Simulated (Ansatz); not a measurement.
# CH7NSSi: the cost of one run

Computed with Ansatz 0.2.0, Gaussian basis. Level: functionals in def2-TZVPP, the program's frozen cores in correlated methods.

The runs, in order: PBE-D4, r2SCAN-D4, PBE0-D4, B3LYP-D4, ωB97X-V, ωB97M-V, B2PLYP; CCSD(T)/def2-TZVPP; MP2/def2-QZVPP; extrapolation to the limit.

## 1. Structure used throughout

The geometry comes from an earlier relaxation with PBE0-D4/def2-TZVP; it is a stationary point, not always the lowest conformer.

11 atoms, charge 0, spin multiplicity 1.

Atoms are counted from 1 here; the program's logs count them from 0.

Bond lengths: N1–C2 1.449 Å, N1–H5 1.013 Å, N1–H6 1.014 Å, C2–Si3 1.891 Å, C2–S4 1.813 Å, C2–H7 1.102 Å, Si3–H8 1.484 Å, Si3–H9 1.485 Å, Si3–H10 1.492 Å, S4–H11 1.345 Å. Angles: C2–N1–H5 111.0°, C2–N1–H6 111.0°, H5–N1–H6 108.5°, N1–C2–Si3 110.9°, N1–C2–S4 111.1°, N1–C2–H7 115.0°, Si3–C2–S4 108.7°, Si3–C2–H7 108.9°, S4–C2–H7 101.9°, C2–Si3–H8 109.5°, C2–Si3–H9 109.0°, C2–Si3–H10 109.8°, H8–Si3–H9 110.5°, H8–Si3–H10 109.0°, H9–Si3–H10 109.0°, C2–S4–H11 96.6°.

## 2. PBE-D4 (GGA)

The input, in.yaml:

```yaml
crystal:
  periodic: [false, false, false]
  atoms:
    - {symbol: N, position_ang: [-0.775214, 1.161182, 0.600055]}
    - {symbol: C, position_ang: [-0.208003, 0.354336, -0.461959]}
    - {symbol: Si, position_ang: [1.166836, -0.762715, 0.201094]}
    - {symbol: S, position_ang: [-1.473693, -0.682969, -1.241245]}
    - {symbol: H, position_ang: [-0.080557, 1.786022, 0.992639]}
    - {symbol: H, position_ang: [-1.551677, 1.716360, 0.258537]}
    - {symbol: H, position_ang: [0.179498, 0.923612, -1.322549]}
    - {symbol: H, position_ang: [1.871605, -1.408677, -0.934150]}
    - {symbol: H, position_ang: [0.568376, -1.788713, 1.091847]}
    - {symbol: H, position_ang: [2.145121, 0.047886, 0.983364]}
    - {symbol: H, position_ang: [-1.776891, -1.403323, -0.147134]}
basis:
  gaussian: {orbitals: def2-TZVPP}
hamiltonian: {xc: pbe, dispersion: d4}
output: {forces: true, orbitals: {seedname: orbitals}}
```

Started as:

```console
> ansatz run in.yaml --threads 4 --pin off --events-out ev --progress --plain --max-ram 10444MiB
```

What time and memory should one allow on 4 threads of Arm Neoverse N1, shared host?

About 3.7 s, with a peak of 0.32 GiB.
